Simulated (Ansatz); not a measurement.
Consider a convergence test of the k-point mesh of YbSi2, space group P6/mmm (the Python package of Ansatz (0.2.0)).

`ybsi2.extxyz`
```text
3
Lattice="3.771 0.0 0.0 -1.8855 3.2657818 0.0 0.0 0.0 4.098" Properties=species:S:1:pos:R:3 pbc="T T T"
Yb    0.00000000    0.00000000    0.00000000
Si   -0.00000000    2.17718787    2.04900000
Si    1.88550000    1.08859393    2.04900000
```

`ybsi2.py`:
```python
"""Convergence of YbSi2 with the k-point mesh."""

import csv

import ansatz as az


def main() -> None:
    structure = az.Crystal.from_extxyz("ybsi2.extxyz")

    calculation = structure.calculation()
    calculation = calculation.basis(20 * az.Ha).occupations(az.OccupationsMethod.FERMI_DIRAC)
    calculation = calculation.functional(az.Functional.R2SCAN).band_table()

    rows = []
    for value in [(2, 2, 2), (3, 3, 3), (4, 4, 4), (6, 6, 5), (7, 7, 6), (9, 9, 7)]:
        summary = calculation.kpoints(*value).run().report
        rows.append((value, summary["free_energy_ev"] / len(summary["lattice"]["sites"]), summary["n_iterations"], summary["gap_by_band_count_ev"], summary["n_kpoints"]))

    with open("kconv.csv", "w", newline="") as handle:
        writer = csv.writer(handle)
        writer.writerow(["mesh", "F/atom (eV)", "iterations", "gap by band count (eV)", "k-points"])
        writer.writerows([round(v, 5) if isinstance(v, float) else v for v in row] for row in rows)

    # differences from the last row
    for row in rows[:-1]:
        shift = 1000 * (row[1] - rows[-1][1])
        print(f"{row[0]}: {shift:+.2f} meV/atom" + ("  (within 5 meV)" if abs(shift) < 5 else ""))


if __name__ == "__main__":
    main()
```

From which mesh on is the energy per atom within 5 meV of the last row, and how does it get there?

From 6×6×5 on it stays within 5 meV an atom of the value at 9×9×7; the first row (2×2×2) is off by 8.1 meV and the last but one by 0.35 meV. This holds for F at a smearing of 0.1 eV; a narrower one needs a denser mesh. It goes up and down, since the sum over k-points isn't variational. The last run costs about 4.4 times the first.

What the script printed:

```console
$ python ybsi2.py
(2, 2, 2): +8.13 meV/atom
(3, 3, 3): -67.62 meV/atom
(4, 4, 4): -46.69 meV/atom
(6, 6, 5): +4.31 meV/atom  (within 5 meV)
(7, 7, 6): +0.35 meV/atom  (within 5 meV)
```

`kconv.csv`, as written:
```csv
mesh,F/atom (eV),iterations,gap by band count (eV),k-points
"(2, 2, 2)",-5028.39107,10,0.0,4
"(3, 3, 3)",-5028.46682,11,0.0,6
"(4, 4, 4)",-5028.44589,10,-0.82043,12
"(6, 6, 5)",-5028.3949,11,-0.79653,21
"(7, 7, 6)",-5028.39885,11,-0.58321,32
"(9, 9, 7)",-5028.3992,12,-0.5449,48
```

Semilocal functionals put the nearly full 4f shell of Yb too close to the Fermi level. A gap by band count of zero or less means overlapping bands, a metal. The structure is a deposited one; some such entries were measured under pressure or heat, so a shift against it needn't be the functional's error alone. Gaps and levels are Kohn-Sham values on a finite set of k-points, without spin-orbit coupling. Shifts are counted from the finest mesh, which is itself no proven limit.

(Lines on the test bed's own set-up are left out of the output.)
